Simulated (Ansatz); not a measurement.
# IrN2Cl6, space group Fm-3m: a band structure

Program: Ansatz 0.2.0, Python API.

Input file `irn2cl6.extxyz`:
```text
9
Lattice="0.0 4.894477 4.894477 4.894477 0.0 4.894477 4.894477 4.894477 0.0" Properties=species:S:1:pos:R:3 pbc="T T T"
Ir    0.00000000    0.00000000    0.00000000
N     7.34171550    7.34171550    7.34171550
N     2.44723850    2.44723850    2.44723850
Cl    4.89447700    4.89447700    7.49141797
Cl    4.89447700    2.29753603    4.89447700
Cl    2.29753603    4.89447700    4.89447700
Cl    4.89447700    4.89447700    2.29753603
Cl    4.89447700    7.49141797    4.89447700
Cl    7.49141797    4.89447700    4.89447700
```

Typed at the interpreter:
```pycon
>>> from dataclasses import dataclass
>>> import ansatz as az
>>> import matplotlib.pyplot as plt
>>> import numpy as np
>>> @dataclass(frozen=True)
... class Options:
...     xc: str = "PBEsol"
...     smearing_width: float = 0.15
...     extra_bands: int = 10
...
>>> settings = Options()
>>> structure = az.Crystal.from_extxyz("irn2cl6.extxyz")
>>> # vertices of the path, as fractions of the reciprocal vectors
>>> path = [
...     ("K", (0.375, 0.375, 0.75)),
...     ("G", (0.0, 0.0, 0.0)),
...     ("L", (0.5, 0.5, 0.5)),
...     ("W", (0.5, 0.25, 0.75)),
...     ("X", (0.5, 0.0, 0.5)),
... ]
>>> model = (
...     structure.calculation()
...     .functional(settings.xc)
...     .pseudopotentials("paw")
...     .occupations(az.OccupationsMethod.FERMI_DIRAC, width=settings.smearing_width)
...     .kpoints(4)
...     .band_structure([point for _, point in path], intervals=10)
...     .scf(extra_bands=settings.extra_bands)
... )
>>> res = model.run(threads=1, backend="cpu")
DeckWarning: basis.ecutwfc = 420 eV, auto-derived from the records' recommended cutoffs: set by Ir (normal level)
>>> report = res.report
>>> report["n_iterations"], report["closed_by"]
(9, 'deck_thresholds')
>>> sorted(key for key in report if key.endswith("_ev"))
['eigenvalues_ev', 'energy_sigma0_ev', 'entropy_ts_ev', 'fermi_energy_ev', 'free_energy_ev', 'gap_by_band_count_ev', 'harris_foulkes_ev', 'internal_energy_ev', 'lagrangian_above_aufbau_ev', 'lagrangian_ev', 'lagrangian_sigma0_ev', 'loop_eigenvalues_ev', 'loop_fermi_energy_ev', 'occupations_fermi_energy_ev', 'residual_norms_ev']
>>> report["free_energy_ev"]
-18908.240896487627
>>> n_atoms = len(report["lattice"]["sites"])
>>> print("F =", round(report["free_energy_ev"], 4), "eV for", n_atoms, "atoms")
F = -18908.2409 eV for 9 atoms
>>> print("E(sigma -> 0) =", round(report["energy_sigma0_ev"], 4), "eV, TS =", round(report["entropy_ts_ev"], 5), "eV")
E(sigma -> 0) = -18907.6664 eV, TS = 1.14908 eV
>>> print("closed by", report["closed_by"], "after", report["n_iterations"], "iterations")
closed by deck_thresholds after 9 iterations
>>> bands = res.band_structure()
>>> fermi = bands.fermi_energy_ev
>>> reciprocal = 2 * np.pi * np.linalg.inv(res.lattice.cell_ang).T
>>> steps = np.linalg.norm(np.diff(bands.kpoints_frac @ reciprocal, axis=0), axis=1)
>>> distance = np.concatenate([[0], np.cumsum(steps)])
>>> fig, ax = plt.subplots(figsize=(5, 4))
>>> for channel, colour in zip(bands.channels, ("C0", "C3")):
...     ax.plot(distance, channel.eigenvalues_ev - fermi, colour, lw=1)
...
[<matplotlib.lines.Line2D object at 0x...>, <matplotlib.lines.Line2D object at 0x...>, <matplotlib.lines.Line2D object at 0x...>, <matplotlib.lines.Line2D object at 0x...>, <matplotlib.lines.Line2D object at 0x...>, <matplotlib.lines.Line2D object at 0x...>, <matplotlib.lines.Line2D object at 0x...>, <matplotlib.lines.Line2D object at 0x...>, <matplotlib.lines.Line2D object at 0x...>, <matplotlib.lines.Line2D object at 0x...>, <matplotlib.lines.Line2D object at 0x...>, <matplotlib.lines.Line2D object at 0x...>, <matplotlib.lines.Line2D object at 0x...>, <matplotlib.lines.Line2D object at 0x...>, <matplotlib.lines.Line2D object at 0x...>, <matplotlib.lines.Line2D object at 0x...>, <matplotlib.lines.Line2D object at 0x...>, <matplotlib.lines.Line2D object at 0x...>, <matplotlib.lines.Line2D object at 0x...>, <matplotlib.lines.Line2D object at 0x...>, <matplotlib.lines.Line2D object at 0x...>, <matplotlib.lines.Line2D object at 0x...>, <matplotlib.lines.Line2D object at 0x...>, <matplotlib.lines.Line2D object at 0x...>, <matplotlib.lines.Line2D object at 0x...>, <matplotlib.lines.Line2D object at 0x...>, <matplotlib.lines.Line2D object at 0x...>, <matplotlib.lines.Line2D object at 0x...>, <matplotlib.lines.Line2D object at 0x...>, <matplotlib.lines.Line2D object at 0x...>, <matplotlib.lines.Line2D object at 0x...>, <matplotlib.lines.Line2D object at 0x...>, <matplotlib.lines.Line2D object at 0x...>, <matplotlib.lines.Line2D object at 0x...>, <matplotlib.lines.Line2D object at 0x...>, <matplotlib.lines.Line2D object at 0x...>, <matplotlib.lines.Line2D object at 0x...>, <matplotlib.lines.Line2D object at 0x...>, <matplotlib.lines.Line2D object at 0x...>, <matplotlib.lines.Line2D object at 0x...>, <matplotlib.lines.Line2D object at 0x...>, <matplotlib.lines.Line2D object at 0x...>, <matplotlib.lines.Line2D object at 0x...>, <matplotlib.lines.Line2D object at 0x...>, <matplotlib.lines.Line2D object at 0x...>]
>>> ax.set_xticks(distance[::10], [label for label, _ in path])
[<matplotlib.axis.XTick object at 0x...>, <matplotlib.axis.XTick object at 0x...>, <matplotlib.axis.XTick object at 0x...>, <matplotlib.axis.XTick object at 0x...>, <matplotlib.axis.XTick object at 0x...>]
>>> ax.set(ylim=(-6, 6), ylabel="E - E_F (eV)", xlim=(0, distance[-1]))
[(-6.0, 6.0), Text(0, 0.5, 'E - E_F (eV)'), (0.0, 2.0114711021921607)]
>>> ax.grid(axis="x")
>>> fig.savefig("bands.png", dpi=100)
>>> first = bands.channels[0].eigenvalues_ev - fermi
>>> near = np.argsort(np.abs(first.mean(axis=0)))[:4]
>>> for band in sorted(near):
...     print(f"band {band + 1}: {first[:, band].min():.3f} to {first[:, band].max():.3f} eV")
...
band 34: -0.192 to 0.212 eV
band 35: -0.183 to 0.212 eV
band 36: 0.034 to 0.213 eV
band 37: 0.143 to 0.512 eV
```

Reading the output:
- Absolute energies stand on the zero of these potentials, so only differences at equal settings mean something. A total without «per atom» is that of the cell as typed.
- The cell holds an odd number of electrons and is run without spin, so a magnetic state may lie lower.
- The mesh is modest for a metal, so energies can be off by several to tens of meV an atom and pressures by half a GPa or more; differences at equal mesh fare better.
- A gap by band count of zero or less means overlapping bands, a metal, and at an odd count of electrons it is no gap at all.
- This cell is a computed structure, which may not be the phase found in nature.
- Gaps and levels are Kohn-Sham values on a finite set of k-points, without spin-orbit coupling.
- Warnings are shown shortened and without file and line.
- Hardware and time: 16 s on 1 thread of Arm Neoverse V2 (shared host), peak memory 0.6 GiB.

(Lines on the test bed's own set-up are left out of the output.)
